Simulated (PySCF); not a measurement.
# RhO₃: structure of the quartet

Aim: relax RhO₃ as a quartet from a side-on plus terminal start, check by its vibrations whether the end is a minimum, and collect its spectrum and constants.

Method: PBE0, basis Rh def2-SVP with ECP28, O def2-SVP, scalar-relativistic core potentials, no spin–orbit coupling, density fitting; program: PySCF 2.14.0.

**1. Starting geometry**

4 atoms, charge 0, spin multiplicity 4.

Bond lengths: Rh1–O2 1.936 Å, Rh1–O3 1.936 Å, Rh1–O4 1.801 Å, O2–O3 1.440 Å. Angles: O2–Rh1–O3 43.7°, O2–Rh1–O4 158.2°, O3–Rh1–O4 158.2°, Rh1–O2–O3 68.2°, Rh1–O3–O2 68.2°.

Coordinates in bohr (charge 0 multiplicity 4):
```
Rh    0.0000    0.0000    0.0000
O     1.3606    0.0000    3.3970
O    -1.3606    0.0000    3.3970
O     0.0000    0.0000   -3.4032
```

**2. The SCF at the typed geometry**

The steps below are one call of a driver around PySCF. For each, scf.py gives the equivalent set-up of the SCF; relaxations use the driver's own optimiser. After this first run the driver tries any further starts and a stability analysis.

File scf.py:

```python
from pyscf import gto, scf, dft
mol = gto.M(atom='''
Rh     0.000000     0.000000     0.000000
O      0.720000     0.000000     1.797600
O     -0.720000     0.000000     1.797600
O      0.000000     0.000000    -1.800900''',
    basis={'Rh': 'def2-SVP', 'O': 'def2-SVP'},
    ecp={'Rh': 'def2-SVP'},
    charge=0, spin=3)
mf = dft.UKS(mol, xc='PBE0')
mf.grids.atom_grid = (50, 194)
aux = {'Rh': 'def2-universal-JKFIT', 'O': 'def2-universal-JKFIT'}
mf = mf.density_fit(auxbasis=aux)
mf.conv_tol = 1e-08
mf.diis_space = 10
mf.max_cycle = 60
mf.init_guess = 'minao'
mf.verbose = 4
mf.kernel()
```

Command:

```
OMP_NUM_THREADS=2 python axn.py task.json out
```

After this run come: Side-on plus terminal start, quartet: relaxation; Is it a minimum? Harmonic modes.

**Question.** What will these runs give? Wanted: minimum; geometry; wavenumbers; dipole moment; highest occupied, lowest empty level; polar-tensor charge of Rh1; zero-point energy; atomisation energy; ⟨S²⟩.

The runs gave:

```
                                          quantity                                                                                              value
                                           minimum                                                                                       quartet, C2v
                                          geometry  O–O 1.276 Å, Rh–O 1.684 Å, Rh–O 2.017 Å (×2); O–O–Rh 71.6° (×2), O–Rh–O 36.9°, O–Rh–O 161.6° (×2)
                                wavenumbers (cm⁻¹)                                         79 (b2), 183 (b1), 430 (a1), 525 (b2), 919 (a1), 1305 (a1)
                                     dipole moment                                                                                             1.21 D
highest occupied, lowest empty level (either spin)                                                                                    -7.48, -4.14 eV
                        polar-tensor charge of Rh1                                                                                            +0.69 e
                                 zero-point energy                                                                                        20.6 kJ/mol
                               entropy at 298.15 K                                                                                    311.3 J/(mol K)
         atomisation energy (no zero-point energy)                                                                                        1025 kJ/mol
                                              ⟨S²⟩                                                                                              3.760
```

What this shows: The molecule stays C2v, as typed, and the end point is a minimum. The strongest infrared band lies at 1305 cm⁻¹ (a1). Other starts or spin states, not run here, may lie lower. One determinant may miss the lowest occupation of an open d or f shell.
